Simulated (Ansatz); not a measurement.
# C2H4BO+ (SMILES C#CB[OH2+]): functionals against CCSD(T) at one geometry

The task here is to estimate one member of a computed series from the others.

Method: single points in def2-TZVPP; program: Ansatz 0.2.0, Gaussian basis.

Correlated methods freeze the cores.

## The starting structure

8 atoms, charge 1, spin multiplicity 1.

Atoms are counted from 1 here; the program's logs count them from 0.

Bond lengths: C1–C2 1.403 Å, C1–H5 1.020 Å, C2–B3 1.369 Å, B3–O4 1.492 Å, B3–H6 1.106 Å, O4–H7 1.209 Å, O4–H8 0.696 Å. Angles: C2–C1–H5 173.0°, C1–C2–B3 176.2°, C2–B3–O4 121.4°, C2–B3–H6 122.0°, O4–B3–H6 116.5°, B3–O4–H7 109.7°, B3–O4–H8 128.3°, H7–O4–H8 121.4°.

Geometry (Å):

```xyz
8

C     0.2365    1.7949   -1.3147
C     0.0960    0.8566   -0.2817
B    -0.1299   -0.0364    0.7314
O    -0.0818   -1.5090    0.4944
H     0.4011    2.5473   -1.9838
H    -0.4113    0.2906    1.7498
H    -0.0179   -1.7279   -0.6926
H    -0.1802   -2.0230    0.9536
```

Set-up of the first run:

File run/in.yaml:

```yaml
crystal:
  periodic: [false, false, false]
  atoms:
    - {symbol: C, position_ang: [0.236500, 1.794900, -1.314700]}
    - {symbol: C, position_ang: [0.096000, 0.856600, -0.281700]}
    - {symbol: B, position_ang: [-0.129900, -0.036400, 0.731400]}
    - {symbol: O, position_ang: [-0.081800, -1.509000, 0.494400]}
    - {symbol: H, position_ang: [0.401100, 2.547300, -1.983800]}
    - {symbol: H, position_ang: [-0.411300, 0.290600, 1.749800]}
    - {symbol: H, position_ang: [-0.017900, -1.727900, -0.692600]}
    - {symbol: H, position_ang: [-0.180200, -2.023000, 0.953600]}
basis:
  gaussian: {orbitals: def2-TZVPP}
total_charge: 1
correlation: {method: ccsd_t}
output: {forces: true}
```

No record of the launch command was kept for these runs.

Steps of the session up to this table: CCSD(T)/def2-TZVPP; PBE0-D4/def2-TZVPP; wB97M-V/def2-TZVPP; r2SCAN-D4/def2-TZVPP; PBE-D4/def2-TZVPP; CAM-B3LYP-D4/def2-TZVPP; BHLYP-D4/def2-TZVPP.

One of the session's tables, all rows but one given; the rest of the session is left out.

| method | RMS force component (eV/Å) | angle to CCSD(T) forces (°) |
| --- | --- | --- |
| CCSD(T) | 12.555 | reference |
| PBE0-D4 | 12.669 | 1.6 |
| wB97M-V | 12.664 | 2.0 |
| r2SCAN-D4 | 12.552 | 1.2 |
| PBE-D4 | ? | ? |
| CAM-B3LYP-D4 | 12.674 | 2.1 |
| BHLYP-D4 | 12.665 | 2.8 |

Q: Estimate the row for PBE-D4 from the others.

**Answer.** RMS force component (eV/Å): 12.568; angle to CCSD(T) forces (°): 1.2. In the column «RMS force component (eV/Å)» it lies between CCSD(T) (12.555) and wB97M-V (12.664).
